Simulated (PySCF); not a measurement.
# CoBr4 (-2): ligand-field states

What do calculations give for the ligand-field states of CoBr4 (-2)?

Computed with PySCF 2.14.0 and routines of our own; the level stands in each step. Atoms count from 0.

### 1 The system as given

5 atoms, charge -2, states of the metal's open shell are computed; geometry from: model start, shaken.

### 2 Optimising the geometry at PBE0-D3(BJ)/def2-SVP

What the job is given:

```
{"job": {"xc": "PBE0", "basis": "def2-SVP", "d3": "d3bj", "grid": 1, "maxiter": 45, "solvent": "water", "kind": "geom"}, "charge": -2, "metal": "Co", "open_shell": "d7"}
Co     0.000020     0.004480    -0.004110
Br     1.421360     1.427890     1.419840
Br    -1.433810    -1.414610     1.427330
Br    -1.444020     1.442060    -1.429360
Br     1.436300    -1.448670    -1.435150
```

Command:

```
$ OMP_NUM_THREADS=1 python lf_run.py task.json out
```

The driver reads the jobs from task.json and runs them one after another.

Standard output:

```text
step   0  E = -11677.10491574  max force = 0.005143
step   1  E = -11677.10573395  max force = 0.001547
step   2  E = -11677.10560850  max force = 0.000262
step   3  E = -11677.10570087  max force = 0.000722
step   4  E = -11677.10566747  max force = 0.000278
step   5  E = -11677.10568585  max force = 0.000502
step   6  E = -11677.10569453  max force = 0.000623
step   7  E = -11677.10569789  max force = 0.000674
step   8  E = -11677.10569626  max force = 0.000646
step   9  E = -11677.10569543  max force = 0.000634
step  10  E = -11677.10569459  max force = 0.000620
step  11  E = -11677.10569373  max force = 0.000607
step  12  E = -11677.10569287  max force = 0.000595
step  13  E = -11677.10569198  max force = 0.000581
step  14  E = -11677.10569108  max force = 0.000568
step  15  E = -11677.10569017  max force = 0.000555
step  16  E = -11677.10568925  max force = 0.000542
step  17  E = -11677.10568831  max force = 0.000528
step  18  E = -11677.10568736  max force = 0.000515
step  19  E = -11677.10568639  max force = 0.000501
step  20  E = -11677.10568541  max force = 0.000489
step  21  E = -11677.10568441  max force = 0.000474
step  22  E = -11677.10568340  max force = 0.000461
step  23  E = -11677.10568237  max force = 0.000447
step  24  E = -11677.10568133  max force = 0.000434
step  25  E = -11677.10568026  max force = 0.000419
step  26  E = -11677.10567919  max force = 0.000406
step  27  E = -11677.10567809  max force = 0.000391
step  28  E = -11677.10567698  max force = 0.000377
step  29  E = -11677.10567585  max force = 0.000363
step  30  E = -11677.10567471  max force = 0.000349
step  31  E = -11677.10567354  max force = 0.000334
step  32  E = -11677.10567235  max force = 0.000321
step  33  E = -11677.10567115  max force = 0.000305
step  34  E = -11677.10566992  max force = 0.000291
step  35  E = -11677.10566867  max force = 0.000276
optimisation converged
```

Wall time 11 min (1 thread of AMD EPYC 9R45, shared host); peak memory 1.2 GiB.

Along the way: (not every step is listed) (the energy doesn't fall at every step)

| step | energy from step 0 (eV) | largest force component (eV/Å) |
| --- | --- | --- |
| 0 | 0.0000 | 0.2645 |
| 1 | -0.0223 | 0.0795 |
| 2 | -0.0189 | 0.0135 |
| 3 | -0.0214 | 0.0371 |
| 4 | -0.0205 | 0.0143 |
| 5 | -0.0210 | 0.0258 |
| 6 | -0.0212 | 0.0320 |
| 7 | -0.0213 | 0.0347 |
| 8 | -0.0212 | 0.0332 |
| 10 | -0.0212 | 0.0319 |
| 12 | -0.0211 | 0.0306 |
| 14 | -0.0211 | 0.0292 |
| 16 | -0.0210 | 0.0279 |
| 18 | -0.0210 | 0.0265 |
| 20 | -0.0209 | 0.0251 |
| 22 | -0.0209 | 0.0237 |
| 24 | -0.0208 | 0.0223 |
| 26 | -0.0208 | 0.0209 |
| 28 | -0.0207 | 0.0194 |
| 30 | -0.0207 | 0.0179 |
| 31 | -0.0206 | 0.0172 |
| 32 | -0.0206 | 0.0165 |
| 33 | -0.0206 | 0.0157 |
| 34 | -0.0205 | 0.0150 |
| 35 | -0.0205 | 0.0142 |

Distances of close pairs at the start and the end, largest changes first:

| bond | before (Å) | after (Å) | change (Å) |
| --- | --- | --- | --- |
| Co0–Br4 | 2.494 | 2.432 | -0.062 |
| Co0–Br3 | 2.487 | 2.432 | -0.055 |
| Co0–Br2 | 2.474 | 2.431 | -0.042 |
| Co0–Br1 | 2.465 | 2.430 | -0.035 |

The end geometry stands in the next job.

| at the end point | value |
| --- | --- |
| point group (found at 0.08 Å tolerance) | Td |
| rotational constants (GHz, main isotopes) | 0.407, 0.406, 0.406 |
| ⟨S²⟩ | 3.754 |

### 3 Ligand-field states: state-averaged CASSCF in water

What the job is given:

```
{"job": {"kind": "lf", "basis": {"metal": "x2c-TZVPall", "ligand": "x2c-SVPall"}, "nevpt": true, "solvent": "water"}, "charge": -2, "metal": "Co", "open_shell": "d7"}
Co     0.000000     0.000000     0.000000
Br     1.403718     1.403718     1.403718
Br    -1.403718     1.403718    -1.403718
Br     1.403718    -1.403718    -1.403718
Br    -1.403718    -1.403718     1.403718
```

With the program's defaults for keys left out, this is: state-averaged CASSCF of the metal d shell, SC-NEVPT2 on the averaged canonical orbitals, state-interaction spin-orbit coupling.

Standard output:

```text
basis functions 176, electrons 169, active (7e, 5o)
stage 1: DIIS on the effective Fock matrix, level shift 0.30
cycle   1  E = -11800.2565280745  dE = -1.180e+04  max|g| = 3.548e+00
cycle   2  E = -11805.1945668709  dE = -4.938e+00  max|g| = 2.426e+00
cycle   3  E = -11803.9213467316  dE =  1.273e+00  max|g| = 3.011e+00
cycle   4  E = -11807.5093914380  dE = -3.588e+00  max|g| = 6.505e-01
cycle   5  E = -11808.1942599503  dE = -6.849e-01  max|g| = 2.196e-01
cycle   6  E = -11808.2137496224  dE = -1.949e-02  max|g| = 1.323e-01
cycle   7  E = -11808.2245945370  dE = -1.084e-02  max|g| = 1.415e-01
cycle   8  E = -11808.2601553153  dE = -3.556e-02  max|g| = 6.728e-02
cycle   9  E = -11808.2735527677  dE = -1.340e-02  max|g| = 7.852e-02
cycle  10  E = -11808.2405444431  dE =  3.301e-02  max|g| = 9.163e-02
cycle  11  E = -11808.2790671630  dE = -3.852e-02  max|g| = 5.689e-02
cycle  12  E = -11808.2682032161  dE =  1.086e-02  max|g| = 5.378e-02
cycle  13  E = -11808.1428445900  dE =  1.254e-01  max|g| = 2.014e-01
cycle  14  E = -11807.8613543315  dE =  2.815e-01  max|g| = 4.040e-01
cycle  15  E = -11807.3275748854  dE =  5.338e-01  max|g| = 7.059e-01
stage 2: quasi-Newton rotations from the point of smallest gradient
cycle  17  E = -11808.2812411092  dE = -1.304e-02  max|g| = 5.481e-02
cycle  18  E = -11808.2827559213  dE = -1.515e-03  max|g| = 5.994e-02
cycle  19  E = -11808.2839353899  dE = -1.179e-03  max|g| = 1.466e-03
cycle  20  E = -11808.2839418089  dE = -6.419e-06  max|g| = 8.433e-04
cycle  21  E = -11808.2839423046  dE = -4.957e-07  max|g| = 1.665e-04
cycle  22  E = -11808.2839423337  dE = -2.910e-08  max|g| = 3.930e-05
cycle  23  E = -11808.2839423367  dE = -2.918e-09  max|g| = 6.948e-06
converged average energy = -11808.2839423367

 mult deg   label        CASSCF/cm-1   NEVPT2/cm-1
   4   1   4A2                 0.0           0.0
   4   3   4T2              2050.6        3135.5
   4   3   4T1              3623.5        5513.8
   2   2   2E              19335.8       18328.4
   4   3   4T1             20127.1       18392.1
   2   3   2T1             19446.1       18660.3
   2   1   2A1             19588.6       19296.0
   2   3   2T2             20593.8       20552.7
   2   3   2T1             24914.8       23002.7
   2   3   2T2             25398.3       24054.8
   2   2   2E              26260.8       25334.9
   2   3   2T1             26752.2       26141.5
   2   3   2T1             27131.5       26218.1
   2   3   2T2             28724.6       27479.4
   2   2   2E              29496.4       29173.9
   2   1   2A2             43133.2       38674.1
   2   3   2T2             43685.3       39389.8
   2   3   2T1             44136.9       40229.4
   2   2   2E              67076.4       58814.3
   2   3   2T2             67843.9       60085.0

spin-orbit levels / cm-1
      0.00  x4  4A2 0.96 4T2 0.04
   2980.59  x4  4T2 0.94 4T1 0.06
   3118.59  x2  4T2 0.98
   3362.21  x4  4T2 0.93 4A2 0.04 4T1 0.03
   3425.73  x2  4T2 0.99
   5078.36  x2  4T1 0.98
   5502.61  x4  4T1 0.96 4T2 0.04
   6021.92  x2  4T1 0.99
   6130.62  x4  4T1 0.95 4T2 0.05
  18215.62  x4  2E 0.58 2T1 0.21 4T1 0.19
  18272.61  x2  4T1 1.00
  18283.10  x4  4T1 0.82 2E 0.11 2T1 0.06
  18457.55  x2  2T1 0.80 2A1 0.18
  18525.88  x4  4T1 0.90 2E 0.05
  18887.60  x2  4T1 0.96
  19069.66  x4  2T1 0.70 2E 0.24 4T1 0.05
  19653.84  x2  2A1 0.79 2T1 0.19
  20469.11  x4  2T2 0.98
  21029.66  x2  2T2 1.00
  22941.58  x4  2T1 0.94
```

It took 13 s on 1 thread of AMD EPYC 9R45, shared host; peak memory 0.79 GiB.

Key values:

| quantity | value |
| --- | --- |
| spin-orbit constant ζ | 487 cm⁻¹ |

Powder susceptibility:

| T (K) | χT (cm³ K/mol) | μ(eff) |
| --- | --- | --- |
| 2 | 2.623 | 4.58 |
| 5 | 2.625 | 4.58 |
| 10 | 2.628 | 4.58 |
| 20 | 2.633 | 4.59 |
| 30 | 2.639 | 4.59 |
| 50 | 2.651 | 4.60 |
| 75 | 2.666 | 4.62 |
| 100 | 2.680 | 4.63 |
| 150 | 2.710 | 4.66 |
| 200 | 2.739 | 4.68 |
| 250 | 2.768 | 4.71 |
| 300 | 2.798 | 4.73 |

Orbitals, density, ELF and potential are computed afterwards from the orbital file.

The spin density lies nearest to Co0 96 %.

### 4 Ligand-field states: state-averaged CASSCF (basis x2c-TZVPall) in water

What the job is given:

```
{"job": {"kind": "lf", "basis": "x2c-TZVPall", "nevpt": true, "solvent": "water"}, "charge": -2, "metal": "Co", "open_shell": "d7"}
Co     0.000000     0.000000     0.000000
Br     1.403718     1.403718     1.403718
Br    -1.403718     1.403718    -1.403718
Br     1.403718    -1.403718    -1.403718
Br    -1.403718    -1.403718     1.403718
```

With the program's defaults for keys left out, this is: state-averaged CASSCF of the metal d shell, SC-NEVPT2 on the averaged canonical orbitals, state-interaction spin-orbit coupling.

Standard output:

```text
basis functions 240, electrons 169, active (7e, 5o)
stage 1: DIIS on the effective Fock matrix, level shift 0.30
cycle   1  E = -11799.2552411201  dE = -1.180e+04  max|g| = 3.642e+00
cycle   2  E = -11804.9413609915  dE = -5.686e+00  max|g| = 2.519e+00
cycle   3  E = -11801.5626059318  dE =  3.379e+00  max|g| = 3.984e+00
cycle   4  E = -11809.3363420402  dE = -7.774e+00  max|g| = 5.877e-01
cycle   5  E = -11810.0028819831  dE = -6.665e-01  max|g| = 4.376e-01
cycle   6  E = -11810.0890426013  dE = -8.616e-02  max|g| = 1.642e-01
cycle   7  E = -11810.0870603089  dE =  1.982e-03  max|g| = 1.116e-01
cycle   8  E = -11810.0261682904  dE =  6.089e-02  max|g| = 1.899e-01
cycle   9  E = -11809.9638161802  dE =  6.235e-02  max|g| = 2.402e-01
cycle  10  E = -11809.8868456294  dE =  7.697e-02  max|g| = 2.915e-01
cycle  11  E = -11809.7008843762  dE =  1.860e-01  max|g| = 3.919e-01
cycle  12  E = -11809.1949036758  dE =  5.060e-01  max|g| = 6.577e-01
cycle  13  E = -11807.8819186330  dE =  1.313e+00  max|g| = 1.193e+00
cycle  14  E = -11807.5234381920  dE =  3.585e-01  max|g| = 1.518e+00
cycle  15  E = -11807.8385269004  dE = -3.151e-01  max|g| = 1.192e+00
stage 2: quasi-Newton rotations from the point of smallest gradient
cycle  17  E = -11810.1228427397  dE = -3.578e-02  max|g| = 3.350e-02
cycle  18  E = -11810.1236781398  dE = -8.354e-04  max|g| = 8.253e-03
cycle  19  E = -11810.1237143806  dE = -3.624e-05  max|g| = 8.874e-03
cycle  20  E = -11810.1237413628  dE = -2.698e-05  max|g| = 8.218e-04
cycle  21  E = -11810.1237419287  dE = -5.660e-07  max|g| = 1.746e-04
cycle  22  E = -11810.1237419873  dE = -5.858e-08  max|g| = 4.268e-05
cycle  23  E = -11810.1237419923  dE = -4.944e-09  max|g| = 8.704e-06
converged average energy = -11810.1237419923

 mult deg   label        CASSCF/cm-1   NEVPT2/cm-1
   4   1   4A2                 0.0           0.0
   4   3   4T2              2073.6        3137.3
   4   3   4T1              3668.5        5517.2
   2   2   2E              19338.0       18290.3
   4   3   4T1             20151.8       18341.6
   2   3   2T1             19457.1       18626.9
   2   1   2A1             19611.5       19273.5
   2   3   2T2             20621.3       20529.5
   2   3   2T1             24926.2       22961.7
   2   3   2T2             25406.6       24004.8
   2   2   2E              26284.9       25284.5
   2   3   2T1             26786.7       26094.1
   2   3   2T1             27166.3       26190.4
   2   3   2T2             28757.8       27449.1
   2   2   2E              29545.7       29152.7
   2   1   2A2             43151.7       38583.0
   2   3   2T2             43697.7       39291.1
   2   3   2T1             44160.6       40133.2
   2   2   2E              67086.9       58656.0
   2   3   2T2             67860.7       59938.0

spin-orbit levels / cm-1
      0.00  x4  4A2 0.96 4T2 0.04
   2981.76  x4  4T2 0.94 4T1 0.06
   3119.91  x2  4T2 0.98
   3364.12  x4  4T2 0.93 4A2 0.04 4T1 0.03
   3428.24  x2  4T2 0.99
   5080.83  x2  4T1 0.98
   5505.71  x4  4T1 0.96 4T2 0.04
   6025.85  x2  4T1 0.99
   6134.62  x4  4T1 0.95 4T2 0.05
  18174.93  x4  2E 0.53 4T1 0.27 2T1 0.19
  18221.99  x2  4T1 1.00
  18235.93  x4  4T1 0.75 2E 0.17 2T1 0.08
  18424.25  x2  2T1 0.80 2A1 0.17
  18476.36  x4  4T1 0.90 2E 0.05
  18838.21  x2  4T1 0.96
  19034.96  x4  2T1 0.70 2E 0.24 4T1 0.05
  19629.19  x2  2A1 0.79 2T1 0.19
  20445.26  x4  2T2 0.98
  21006.33  x2  2T2 1.00
  22899.89  x4  2T1 0.94
```

Run time: 22 s. Hardware: 1 thread of AMD EPYC 9R45, shared host; peak memory 0.98 GiB.

In short:

| quantity | value |
| --- | --- |
| spin-orbit constant ζ | 488 cm⁻¹ |

Powder susceptibility:

| T (K) | χT (cm³ K/mol) | μ(eff) |
| --- | --- | --- |
| 2 | 2.622 | 4.58 |
| 20 | 2.633 | 4.59 |
| 100 | 2.680 | 4.63 |
| 300 | 2.797 | 4.73 |

### 5 Ligand-field states: state-averaged CASSCF (avg hs) in water

What the job is given:

```
{"job": {"kind": "lf", "basis": {"metal": "x2c-TZVPall", "ligand": "x2c-SVPall"}, "nevpt": true, "solvent": "water", "avg": "hs"}, "charge": -2, "metal": "Co", "open_shell": "d7"}
Co     0.000000     0.000000     0.000000
Br     1.403718     1.403718     1.403718
Br    -1.403718     1.403718    -1.403718
Br     1.403718    -1.403718    -1.403718
Br    -1.403718    -1.403718     1.403718
```

With the program's defaults for keys left out, this is: state-averaged CASSCF of the metal d shell, SC-NEVPT2 on the averaged canonical orbitals, state-interaction spin-orbit coupling.

Standard output:

```text
basis functions 176, electrons 169, active (7e, 5o)
stage 1: DIIS on the effective Fock matrix, level shift 0.30
cycle   1  E = -11800.2853775277  dE = -1.180e+04  max|g| = 3.548e+00
cycle   2  E = -11805.3209233259  dE = -5.036e+00  max|g| = 2.422e+00
cycle   3  E = -11804.8846021180  dE =  4.363e-01  max|g| = 2.801e+00
cycle   4  E = -11807.5701499771  dE = -2.686e+00  max|g| = 6.142e-01
cycle   5  E = -11808.2528629155  dE = -6.827e-01  max|g| = 2.621e-01
cycle   6  E = -11808.2724584366  dE = -1.960e-02  max|g| = 1.536e-01
cycle   7  E = -11808.2927951352  dE = -2.034e-02  max|g| = 1.499e-01
cycle   8  E = -11808.3336453956  dE = -4.085e-02  max|g| = 7.478e-02
cycle   9  E = -11808.3447853631  dE = -1.114e-02  max|g| = 8.239e-02
cycle  10  E = -11808.3003395645  dE =  4.445e-02  max|g| = 1.075e-01
cycle  11  E = -11808.3385941262  dE = -3.825e-02  max|g| = 7.099e-02
cycle  12  E = -11808.3550679971  dE = -1.647e-02  max|g| = 5.406e-02
cycle  13  E = -11808.3332217020  dE =  2.185e-02  max|g| = 9.982e-02
cycle  14  E = -11808.1868908334  dE =  1.463e-01  max|g| = 2.845e-01
cycle  15  E = -11807.9129079869  dE =  2.740e-01  max|g| = 4.413e-01
stage 2: quasi-Newton rotations from the point of smallest gradient
cycle  17  E = -11808.3606441400  dE = -5.576e-03  max|g| = 7.186e-02
cycle  18  E = -11808.3621127755  dE = -1.469e-03  max|g| = 8.626e-03
cycle  19  E = -11808.3621876046  dE = -7.483e-05  max|g| = 6.026e-04
cycle  20  E = -11808.3621897972  dE = -2.193e-06  max|g| = 2.614e-04
cycle  21  E = -11808.3621899646  dE = -1.674e-07  max|g| = 5.616e-05
cycle  22  E = -11808.3621899722  dE = -7.625e-09  max|g| = 1.991e-05
cycle  23  E = -11808.3621899729  dE = -6.403e-10  max|g| = 3.701e-06
converged average energy = -11808.3621899729

 mult deg   label        CASSCF/cm-1   NEVPT2/cm-1
   4   1   4A2                 0.0           0.0
   4   3   4T2              2066.8        2895.0
   4   3   4T1              3652.0        5092.7
   4   3   4T1             20385.7       18141.8
   2   2   2E              19611.1       18346.4
   2   3   2T1             19738.0       18634.8
   2   1   2A1             19894.0       19169.2
   2   3   2T2             20829.4       20334.0
   2   3   2T1             25270.4       22937.1
   2   3   2T2             25758.7       24045.9
   2   2   2E              26646.0       25218.2
   2   3   2T1             27089.8       25792.3
   2   3   2T1             27441.9       25956.7
   2   3   2T2             29041.7       27153.8
   2   2   2E              29809.7       28675.9
   2   1   2A2             43750.0       38632.1
   2   3   2T2             44264.2       39300.7
   2   3   2T1             44695.6       40039.1
   2   2   2E              68020.9       58873.8
   2   3   2T2             68684.0       60003.1

spin-orbit levels / cm-1
      0.00  x4  4A2 0.95 4T2 0.04
   2733.26  x4  4T2 0.93 4T1 0.07
   2881.80  x2  4T2 0.97
   3140.30  x4  4T2 0.91 4A2 0.04 4T1 0.04
   3202.59  x2  4T2 0.99
   4663.80  x2  4T1 0.97
   5102.32  x4  4T1 0.95 4T2 0.05
   5625.36  x2  4T1 0.99
   5744.82  x4  4T1 0.94 4T2 0.06
  18027.03  x4  4T1 0.98
  18032.10  x2  4T1 1.00
  18225.99  x4  2E 0.47 2T1 0.27 4T1 0.25
  18317.84  x4  4T1 0.72 2E 0.23
  18417.52  x2  2T1 0.75 2A1 0.19 4T1 0.04
  18662.35  x2  4T1 0.94 2A1 0.03
  19059.20  x4  2T1 0.69 2E 0.27
  19562.65  x2  2A1 0.76 2T1 0.22
  20259.80  x4  2T2 0.97
  20833.19  x2  2T2 1.00
  22881.99  x4  2T1 0.94
```

Run time: 12 s. Hardware: 1 thread of AMD EPYC 9R45, shared host; peak memory 0.79 GiB.

Key values:

| quantity | value |
| --- | --- |
| spin-orbit constant ζ | 496 cm⁻¹ |

Powder susceptibility:

| T (K) | χT (cm³ K/mol) | μ(eff) |
| --- | --- | --- |
| 2 | 2.694 | 4.64 |
| 20 | 2.705 | 4.65 |
| 100 | 2.757 | 4.70 |
| 300 | 2.885 | 4.80 |

### 6 Ligand field across the series

From the NEVPT2 states (cm⁻¹; the spread is that of the fitted one-electron ligand-field levels):

| step | setting | ground state | next state | orbital spread | Racah B | ζ | μ(eff), 300 K |
| --- | --- | --- | --- | --- | --- | --- | --- |
| 3 | as given | 4A2 | 4T2 at 3136 | 2593 | 977 | 487 | 4.73 |
| 4 | basis x2c-TZVPall | 4A2 | 4T2 at 3137 | 2600 | 974 | 488 | 4.73 |
| 5 | avg hs | 4A2 | 4T2 at 2895 | 2434 | 980 | 496 | 4.80 |

### 7 Outcome

```
                                                         quantity                 value
                                                      point group                    Td
                             rotational constants (main isotopes)  0.41, 0.41, 0.41 GHz
   spin-orbit constant ζ (step 3, state-averaged CASSCF in water)              487 cm⁻¹
ground multiplicity, μ(eff) at 300 K (step 3, 4 donors at 2.43 Å)            4, 4.73 μB
ground multiplicity, μ(eff) at 300 K (step 4, 4 donors at 2.43 Å)            4, 4.73 μB
ground multiplicity, μ(eff) at 300 K (step 5, 4 donors at 2.43 Å)            4, 4.80 μB
```

**Reading.** The optimisation took 35 steps and gained 0.020 eV; among the close pairs (by a distance rule), Co0–Br4 changed most, from 2.494 to 2.432 Å. In step 3, χT goes from 2.62 at 2 K to 2.80 cm³ K/mol at 300 K: nearly flat, so one level governs the whole range. The spread of the ligand-field levels runs from 2434 cm⁻¹ (avg hs) to 2600 cm⁻¹ (basis x2c-TZVPall); μ(eff) at 300 K: 4.73 to 4.80 μB.
